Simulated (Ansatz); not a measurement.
Working through a geometry optimisation of C₃H₅BrSi, SMILES [SiH3]C1=C(Br)C1

Computed with the Python package of Ansatz (0.2.0).

Typed at the interpreter:
```pycon
>>> import ansatz as az
>>> import numpy as np
>>> mol = (
...     az.Crystal.molecule()
...     .atom("Si", (-1.4638, -0.5553, 0.2381))
...     .atom("C", (0.061, 0.0246, -0.1228))
...     .atom("C", (0.9724, 0.4019, -0.9337))
...     .atom("Br", (1.7668, 0.7704, -2.4894))
...     .atom("C", (1.349, 0.3814, 0.4419))
...     .atom("H", (-2.238, 0.4708, 1.0885))
...     .atom("H", (-2.2973, -0.6981, -0.9976))
...     .atom("H", (-1.4584, -1.7897, 0.9427))
...     .atom("H", (1.9794, -0.4001, 0.8493))
...     .atom("H", (1.4121, 1.3429, 0.9858))
... )
>>> calc = (
...     mol.calculation()
...     .basis(gaussian="def2-SVP")
...     .functional("PBE0")
...     .accuracy("medium")
...     .scf(lower_state_search="light")
... )
>>> symbols = [site.symbol for site in mol.cartesian_sites]
>>> start = np.array([site.position_ang for site in mol.cartesian_sites], dtype=float)
>>> def progress(event):
...     if event["event"] == "relax_step":
...         row = event["data"]
...         print(f"step {row['step']:3d}  E = {row['lagrangian_ev']:.6f} eV  largest force component {row['allowed_force_max_ev_ang']:.4f} eV/A")
...
>>> summary = calc.relax(force_tolerance=0.02, max_steps=100).session().plan().execute(on_event=progress).report
step   1  E = -81084.529412 eV  largest force component 5.7000 eV/A
step   2  E = -81085.138038 eV  largest force component 2.5790 eV/A
step   3  E = -81085.323758 eV  largest force component 0.2704 eV/A
step   4  E = -81085.331318 eV  largest force component 0.0996 eV/A
step   5  E = -81085.331979 eV  largest force component 0.0327 eV/A
step   6  E = -81085.332036 eV  largest force component 0.0125 eV/A
>>> end = np.array(summary["positions_ang"])
>>> for key in ("converged", "free_energy_ev", "reference_energy_ev", "n_frozen", "n_occupied", "n_virtual"):
...     print(f"{key:22s} {summary[key]}")
...
converged              True
free_energy_ev         -81085.33206511704
reference_energy_ev    -81085.33206511704
n_frozen               0
n_occupied             [36, 36]
n_virtual              [81, 81]
>>> print("final positions (A) and the move of each atom")
final positions (A) and the move of each atom
>>> for symbol, xyz, old in zip(symbols, end, start):
...     print(f"{symbol:2s} {xyz[0]:10.5f} {xyz[1]:10.5f} {xyz[2]:10.5f}   {np.linalg.norm(xyz - old):7.4f}")
...
Si   -1.61319   -0.55315    0.21584    0.1511
C     0.10418    0.03569   -0.12579    0.0447
C     1.07653    0.41521   -0.90652    0.1084
Br    1.65218    0.73717   -2.62179    0.1782
C     1.45355    0.42843    0.51321    0.1350
H    -2.31070    0.43770    1.08888    0.0799
H    -2.36201   -0.71307   -1.06401    0.0939
H    -1.55305   -1.86154    0.93344    0.1192
H     2.10421   -0.36283    0.91691    0.1468
H     1.53152    1.38518    1.05264    0.1432
```

The settings weren't tested for convergence. The end point is the stationary point reached from this start; no frequency run checks that it is a minimum, and the basis set is modest. Hardware and time: 51 s on 1 thread of Arm Neoverse V1 (shared host), peak memory 0.35 GiB.
